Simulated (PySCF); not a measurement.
# C₇H₁₀NO₂−: excited states, first hyperpolarisability

What do calculations give for the excited states, first hyperpolarisability of C₇H₁₀NO₂− (`CN(C)C(/C=C\[O-])=C/C=O`)?

Computed with PySCF 2.14.0 and routines of our own; the level stands in each step. Atoms count from 0.

### 1 The system as given

20 atoms, charge -1, multiplicity 1; geometry from: GFN2-xTB.

### 2 Relaxing the molecule at PBE0-D3(BJ)/def2-SVP

Job settings and geometry (Å):

```
{"job": {"xc": "PBE0", "basis": "def2-SVP", "d3": "d3bj", "grid": 2, "kind": "geom"}, "charge": -1, "multiplicity": 1}
C     -1.733293    -0.082331    -1.044857
N     -1.039953    -0.406227     0.185770
C     -1.523873     0.374831     1.306535
C      0.396790    -0.346473     0.037868
C      1.115578     0.810612    -0.246469
C      0.691426     2.132226    -0.456064
O     -0.439580     2.640576    -0.438618
C      0.992694    -1.596948     0.204488
C      2.351743    -1.939321     0.118163
O      3.342331    -1.239570    -0.113328
H     -1.311525    -0.686193    -1.849151
H     -1.658098     0.978748    -1.312832
H     -2.790171    -0.339717    -0.926868
H     -1.438447     1.456263     1.145251
H     -2.576841     0.127651     1.473450
H     -0.952718     0.099319     2.193490
H      2.182428     0.655764    -0.323288
H      1.548763     2.817759    -0.674300
H      0.312417    -2.410762     0.423994
H      2.525181    -3.035530     0.293730
```

The run is started by

```sh
$ OMP_NUM_THREADS=1 python excited_run.py task.json out
```

One launch serves the whole session: the jobs run in the order shown.

The log of the run:

```text
step   0  E = -477.08003591  max force = 0.017191
step   1  E = -477.08214914  max force = 0.002058
step   2  E = -477.08216416  max force = 0.002189
step   3  E = -477.08212981  max force = 0.001471
step   4  E = -477.08218818  max force = 0.001128
step   5  E = -477.08216942  max force = 0.001772
step   6  E = -477.08219779  max force = 0.000872
step   7  E = -477.08219309  max force = 0.001013
step   8  E = -477.08220282  max force = 0.000451
step   9  E = -477.08220495  max force = 0.000163
optimisation converged
```

It took 3.3 min on 1 thread of Arm Neoverse V2, shared host; peak memory 0.94 GiB.

The steps of the relaxation:

| step | energy from step 0 (eV) | largest force component (eV/Å) |
| --- | --- | --- |
| 0 | 0.0000 | 0.8840 |
| 1 | -0.0575 | 0.1058 |
| 2 | -0.0579 | 0.1126 |
| 3 | -0.0570 | 0.0756 |
| 4 | -0.0586 | 0.0580 |
| 5 | -0.0581 | 0.0911 |
| 6 | -0.0588 | 0.0448 |
| 7 | -0.0587 | 0.0521 |
| 8 | -0.0590 | 0.0232 |
| 9 | -0.0590 | 0.0084 |

Close pairs (by a distance rule), those that changed most:

| bond | before (Å) | after (Å) | change (Å) |
| --- | --- | --- | --- |
| C7–C8 | 1.404 | 1.425 | +0.020 |
| C4–C5 | 1.404 | 1.421 | +0.017 |
| C3–C4 | 1.392 | 1.404 | +0.013 |
| C0–H12 | 1.094 | 1.106 | +0.012 |
| C2–H14 | 1.094 | 1.106 | +0.012 |
| C4–H16 | 1.081 | 1.092 | +0.011 |
| C2–H15 | 1.090 | 1.102 | +0.011 |
| C0–H10 | 1.091 | 1.102 | +0.011 |

The final coordinates are the input of the step that follows.

| at the end point | value |
| --- | --- |
| point group (found at 0.08 Å tolerance) | Cs |
| rotational constants (GHz, main isotopes) | 1.991, 0.933, 0.728 |

### 3 Excited states: TDA wB97X-D/aug-cc-pVDZ

Job settings and geometry (Å):

```
{"job": {"kind": "states", "xc": "wB97X-D", "basis": "aug-cc-pVDZ", "tda": true, "soc": true, "nstates": 6, "ntriplets": 5, "nquad": 4}, "charge": -1, "multiplicity": 1}
C     -1.405480     0.090849    -0.929330
N     -0.682790    -0.179771     0.290103
C     -1.170383     0.550621     1.435297
C      0.752080    -0.178006     0.144348
C      1.483393     0.987115    -0.138218
C      1.031704     2.318123    -0.346325
O     -0.105942     2.807021    -0.336156
C      1.329782    -1.445692     0.311423
C      2.707595    -1.798273     0.228751
O      3.691014    -1.092827    -0.001925
H     -1.009059    -0.548113    -1.734417
H     -1.350298     1.150556    -1.247655
H     -2.469851    -0.175825    -0.787093
H     -1.095917     1.649939     1.321550
H     -2.231622     0.288296     1.606200
H     -0.605567     0.241518     2.329181
H      2.562189     0.834140    -0.213891
H      1.895153     3.013806    -0.556132
H      0.630708    -2.256940     0.531873
H      2.874754    -2.902973     0.408193
```

Level: TDA wB97X-D/aug-cc-pVDZ excited states, vertical, gas phase, spin-orbit mean-field couplings.

The log of the run:

```text
coarse grid: 17040 points
cycle   1  E = -477.5648591490  dE =  1.737e+00  |g| = 1.139e+00  |ddm| = 2.053e+01
cycle   2  E = -477.2015350198  dE =  3.633e-01  |g| = 1.836e+00  |ddm| = 1.168e+01
cycle   3  E = -477.8410916026  dE = -6.396e-01  |g| = 1.244e-01  |ddm| = 7.347e+00
cycle   4  E = -477.8445563088  dE = -3.465e-03  |g| = 6.553e-02  |ddm| = 7.442e-01
cycle   5  E = -477.8456477281  dE = -1.091e-03  |g| = 1.344e-02  |ddm| = 3.456e-01
cycle   6  E = -477.8457025384  dE = -5.481e-05  |g| = 7.134e-03  |ddm| = 1.106e-01
cycle   7  E = -477.8457193195  dE = -1.678e-05  |g| = 1.618e-03  |ddm| = 5.538e-02
cycle   8  E = -477.8457211074  dE = -1.788e-06  |g| = 6.605e-04  |ddm| = 3.243e-02
final grid: 165584 points
cycle   9  E = -477.8597761793  dE = -1.704e-04  |g| = 5.791e-03  |ddm| = 9.406e-01
cycle  10  E = -477.8597799472  dE = -3.768e-06  |g| = 5.453e-03  |ddm| = 9.078e-02
cycle  11  E = -477.8597865096  dE = -6.562e-06  |g| = 9.879e-04  |ddm| = 1.834e-02
cycle  12  E = -477.8597866992  dE = -1.896e-07  |g| = 6.458e-04  |ddm| = 7.487e-03
cycle  13  E = -477.8597867856  dE = -8.641e-08  |g| = 1.607e-04  |ddm| = 3.191e-03
cycle  14  E = -477.8597867920  dE = -6.420e-09  |g| = 4.946e-05  |ddm| = 7.164e-04
cycle  15  E = -477.8597867932  dE = -1.183e-09  |g| = 1.583e-05  |ddm| = 5.678e-04
cycle  16  E = -477.8597867934  dE = -1.503e-10  |g| = 4.982e-06  |ddm| = 2.000e-04
converged SCF energy = -477.8597867934

Singlet excitations
state   eV       nm        f     d(h-e)  d(exc)  Lambda  PR(NTO)  |dmu|/D   mu/D   main configurations
  1   3.7794   328.1   0.00388   2.607   5.585   0.102   1.025   11.483   10.086   H->L 0.57, H->L+1 0.22
  2   3.8660   320.7   0.00037   0.728   3.288   0.300   1.096    2.541    6.146   H-1->L+4 0.60, H-2->L+4 0.19
  3   3.9048   317.5   0.66527   0.190   3.495   0.605   1.131    0.678    3.625   H->L+4 0.89
  4   3.9812   311.4   0.00068   0.840   3.276   0.362   1.145    2.339    5.279   H-2->L+4 0.58, H-1->L+4 0.21
  5   4.0688   304.7   0.01040   1.900   5.571   0.115   1.034                     H->L+3 0.71, H->L+1 0.13
  6   4.2316   293.0   0.00061   0.507   3.166   0.387   1.236                     H-3->L+4 0.73, H-3->L+7 0.09

Triplet excitations (Tamm-Dancoff)
state   eV     d(h-e)  d(exc)  Lambda  PR(NTO)   main configurations
  1   2.0954   0.077   3.136   0.590   1.021   H->L+4 0.84, H->L+7 0.11
  2   3.5796   0.798   3.039   0.375   1.125   H-2->L+4 0.59, H-1->L+4 0.10
  3   3.7505   1.286   3.316   0.324   1.201   H-1->L+4 0.34, H-3->L+4 0.26, H-2->L+4 0.14
  4   3.7595   2.689   5.561   0.109   1.098   H->L 0.55, H->L+1 0.23
  5   4.0086   1.163   3.236   0.335   1.127   H-3->L+4 0.41, H-1->L+4 0.40
S1 - T1 = 1.6840 eV

Spin-orbit couplings |<S|Hso|T>| (cm-1)
             T1       T2       T3       T4       T5
S0        0.044   45.573   31.652   10.911   14.032
S1        1.295    0.119    0.195    0.084    0.349
S2        9.802    0.576    1.182    0.190    2.946
S3        0.331   12.474   17.563    5.533   11.098
S4       12.387    0.270    1.805    0.258    3.379
S5        2.254    0.308    0.418    2.006    0.275
S6       19.155    4.701    1.151    0.104    0.414
T1 sublevels (cm-1): 0.000 0.002 0.005   radiative rates (1/s): 2.63e-06 0.000473 0.194
```

Wall time 2.3 min (1 thread of Arm Neoverse V2, shared host); peak memory 1.3 GiB.

Key values:

| quantity | value |
| --- | --- |
| S1 less T1 | 1.68 eV |

### 4 Excited states: TDDFT CAM-B3LYP/aug-cc-pVDZ

Settings changed since step 3:

```diff
@@ -1,2 +1,2 @@
-{"job": {"kind": "states", "xc": "wB97X-D", "basis": "aug-cc-pVDZ", "tda": true, "soc": true, "nstates": 6, "ntriplets": 5, "nquad": 4}, "charge": -1, "multiplicity": 1}
+{"job": {"kind": "states", "xc": "CAM-B3LYP", "basis": "aug-cc-pVDZ", "tpa": true, "nstates": 8, "nquad": 6, "ntriplets": 0}, "charge": -1, "multiplicity": 1}
 C     -1.405480     0.090849    -0.929330
```

With the program's defaults for keys left out, this is: TDDFT CAM-B3LYP/aug-cc-pVDZ excited states, vertical, gas phase, two-photon moments by quadratic response.

The log of the run:

```text
coarse grid: 17040 points
cycle   1  E = -477.4916667853  dE =  1.676e+00  |g| = 1.127e+00  |ddm| = 2.541e+01
cycle   2  E = -476.9591232559  dE =  5.325e-01  |g| = 2.024e+00  |ddm| = 1.901e+01
cycle   3  E = -477.7586953576  dE = -7.996e-01  |g| = 1.578e-01  |ddm| = 1.474e+01
cycle   4  E = -477.7638336989  dE = -5.138e-03  |g| = 8.631e-02  |ddm| = 8.450e-01
cycle   5  E = -477.7656912627  dE = -1.858e-03  |g| = 1.646e-02  |ddm| = 4.310e-01
cycle   6  E = -477.7657548832  dE = -6.362e-05  |g| = 8.209e-03  |ddm| = 1.173e-01
cycle   7  E = -477.7657737844  dE = -1.890e-05  |g| = 1.731e-03  |ddm| = 5.379e-02
cycle   8  E = -477.7657751422  dE = -1.358e-06  |g| = 6.581e-04  |ddm| = 2.420e-02
final grid: 165584 points
cycle   9  E = -477.7939709961  dE = -3.166e-05  |g| = 3.725e-03  |ddm| = 3.859e-01
cycle  10  E = -477.7939719829  dE = -9.868e-07  |g| = 3.310e-03  |ddm| = 5.024e-02
cycle  11  E = -477.7939747726  dE = -2.790e-06  |g| = 6.191e-04  |ddm| = 1.672e-02
cycle  12  E = -477.7939748518  dE = -7.920e-08  |g| = 2.559e-04  |ddm| = 2.844e-03
cycle  13  E = -477.7939748653  dE = -1.350e-08  |g| = 8.975e-05  |ddm| = 1.700e-03
cycle  14  E = -477.7939748670  dE = -1.710e-09  |g| = 2.980e-05  |ddm| = 4.410e-04
cycle  15  E = -477.7939748673  dE = -2.436e-10  |g| = 7.343e-06  |ddm| = 1.999e-04
converged SCF energy = -477.7939748673

Singlet excitations
state   eV       nm        f     d(h-e)  d(exc)  Lambda  PR(NTO)  |dmu|/D   mu/D   delta(TPA)   sigma/GM   main configurations
  1   3.5561   348.7   0.00418   2.735   5.699   0.111   1.009   11.650    9.632      513.01      2.377   H->L 0.69, H->L+1 0.20
  2   3.5911   345.3   0.47096   0.124   3.368   0.627   1.183    0.292    3.599        6.74      0.032   H->L+4 0.94
  3   3.8634   320.9   0.00727   1.204   5.661   0.133   1.083    5.544    8.757       81.04      0.443   H->L+3 0.60, H->L+1 0.29
  4   3.8709   320.3   0.00005   0.621   3.372   0.320   1.165    2.110    5.444        2.35      0.013   H-1->L+4 0.47, H-2->L+4 0.30
  5   3.9646   312.7   0.00155   1.799   6.150   0.140   1.262    7.364    3.729      183.27      1.055   H->L+1 0.40, H->L 0.21, H->L+3 0.20
  6   3.9724   312.1   0.00005   0.890   3.816   0.328   1.389    2.304    4.963       26.37      0.152   H-2->L+4 0.44, H-1->L+4 0.28
  7   4.0494   306.2   0.01262   2.606   6.000   0.177   1.011                                            H->L+2 0.88
  8   4.2185   293.9   0.00077   0.486   3.179   0.395   1.209                                            H-3->L+4 0.74
```

Wall time 2.9 min (1 thread of Arm Neoverse V2, shared host); peak memory 1.5 GiB.

### 5 First hyperpolarisability: quadratic response CAM-B3LYP/aug-cc-pVDZ

Settings changed since step 4:

```diff
@@ -1,2 +1,2 @@
-{"job": {"kind": "states", "xc": "CAM-B3LYP", "basis": "aug-cc-pVDZ", "tpa": true, "nstates": 8, "nquad": 6, "ntriplets": 0}, "charge": -1, "multiplicity": 1}
+{"job": {"kind": "beta", "xc": "CAM-B3LYP", "basis": "aug-cc-pVDZ"}, "charge": -1, "multiplicity": 1}
 C     -1.405480     0.090849    -0.929330
```

Level: quadratic response CAM-B3LYP/aug-cc-pVDZ first hyperpolarisability, Taylor convention, gas phase.

The log of the run:

```text
coarse grid: 17040 points
cycle   1  E = -477.4916667853  dE =  1.676e+00  |g| = 1.127e+00  |ddm| = 2.541e+01
cycle   2  E = -476.9591232559  dE =  5.325e-01  |g| = 2.024e+00  |ddm| = 1.901e+01
cycle   3  E = -477.7586953576  dE = -7.996e-01  |g| = 1.578e-01  |ddm| = 1.474e+01
cycle   4  E = -477.7638336989  dE = -5.138e-03  |g| = 8.631e-02  |ddm| = 8.450e-01
cycle   5  E = -477.7656912627  dE = -1.858e-03  |g| = 1.646e-02  |ddm| = 4.310e-01
cycle   6  E = -477.7657548832  dE = -6.362e-05  |g| = 8.209e-03  |ddm| = 1.173e-01
cycle   7  E = -477.7657737844  dE = -1.890e-05  |g| = 1.731e-03  |ddm| = 5.379e-02
cycle   8  E = -477.7657751422  dE = -1.358e-06  |g| = 6.581e-04  |ddm| = 2.420e-02
final grid: 165584 points
cycle   9  E = -477.7939709961  dE = -3.166e-05  |g| = 3.725e-03  |ddm| = 3.859e-01
cycle  10  E = -477.7939719829  dE = -9.868e-07  |g| = 3.310e-03  |ddm| = 5.024e-02
cycle  11  E = -477.7939747726  dE = -2.790e-06  |g| = 6.191e-04  |ddm| = 1.672e-02
cycle  12  E = -477.7939748518  dE = -7.920e-08  |g| = 2.559e-04  |ddm| = 2.844e-03
cycle  13  E = -477.7939748653  dE = -1.350e-08  |g| = 8.975e-05  |ddm| = 1.700e-03
cycle  14  E = -477.7939748670  dE = -1.710e-09  |g| = 2.980e-05  |ddm| = 4.410e-04
cycle  15  E = -477.7939748673  dE = -2.436e-10  |g| = 7.343e-06  |ddm| = 1.999e-04
converged SCF energy = -477.7939748673

Lowest singlets (eV, f): 3.5561 0.0042  3.5911 0.4709  3.8634 0.0073

First hyperpolarisability (au)
process     nm      |vector|   parallel      HRS      DR
static         -      171.94     -86.13     108.04   2.348
shg       1907.0      201.64     -98.18     119.19   2.497
eope      1907.0      180.83     -89.78          -       -
shg       1064.0      320.62    -143.48     162.29   3.095
eope      1064.0      204.10     -99.16          -       -
```

It took 2.3 min on 1 thread of Arm Neoverse V2, shared host; peak memory 1.5 GiB.

### 6 Results

| quantity | value |
| --- | --- |
| point group | Cs |
| rotational constants (main isotopes) | 1.99, 0.93, 0.73 GHz |
| S1 less T1 (step 3, TDA wB97X-D/aug-cc-pVDZ) | 1.68 eV |
| β vector (step 5, quadratic response CAM-B3LYP/aug-cc-pVDZ) | static 172, SHG 1907.0 nm 202, SHG 1064.0 nm 321 au |

**Reading.** The optimisation took 9 steps and gained 0.059 eV; among the close pairs (by a distance rule), C7–C8 changed most, from 1.404 to 1.425 Å. For an anion in the gas phase, states above the energy of detachment are held by the basis alone, so excitations and responses hang on it. In step 3, the number of triplets below S1 is 4, and the largest singlet-triplet spin-orbit coupling is S0–T2, 45.57 cm⁻¹. In step 4 some excited states are degenerate or nearly so. β grows from 172 au (static) to 321 au for doubling at 1064.0 nm: normal dispersion, which grows as twice the photon energy moves toward the bright states.
